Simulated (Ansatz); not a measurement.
Runs of Ansatz 0.2.0 on NbRu3C. The structure is cubic, space group Pm-3m (No. 221). The conventional cell has a = 4.065 Å, b = 4.065 Å, c = 4.065 Å, α = 90.00°, β = 90.00°, γ = 90.00°. Ru (site symmetry 4/mmm) is surrounded by 2 C at 2.03 Å. Nb (site symmetry m-3m) is surrounded by 12 Ru at 2.87 Å. Around C (site symmetry m-3m) lie 6 Ru at 2.03 Å. The cell comes from a database or a generator and needn't be the stable form of this composition.

| task | level | cell | k mesh | cutoff (eV) | points for each segment of the path | mesh quality | gap on the mesh (eV) | pressure (GPa) |
| --- | --- | --- | --- | --- | --- | --- | --- | --- |
| projected density of states | LDA | as given | 7 × 7 × 7 | 420 | - | not flagged | none | -16.9 |
| projected density of states | RPBE | as given | 7 × 7 × 7 | 420 | - | not flagged | none | 0.5 |
| band structure | PBEsol | as given | 7 × 7 × 7 | 420 | 14 | not flagged | none | (a) |
| single point | PBE0 | as given | 4 × 4 × 4 | 420 | - | coarse | none | - |
| relaxation of cell and atoms | r2SCAN | relaxed | 7 × 7 × 7 | 500 | - | not flagged | none | 0.0 |

Alike in all rows: potentials or basis Ansatz PAW; no spin polarisation; smearing fermi-dirac 0.05 eV.

Estimate the missing entries.

(a) -11.8.

Caveats: some runs use coarse meshes; the PAW data sets come from PBE, with cores solved anew for the run's functional, which leaves a small shift of forces and pressure; the density of states is complete only up to the lowest level of the last band computed (some runs); the potentials were made for another functional, which shifts forces and pressure (some runs); the plane-wave basis is chosen anew once the cell has moved, so the energies of steps on either side of that aren't comparable (some runs).

A k mesh can miss the band edges, and the runs leave out spin-orbit coupling on Nb, Ru.

A gap of «none» marks a metal or a gap under the smearing width.

Not every run made on this cell is shown here.
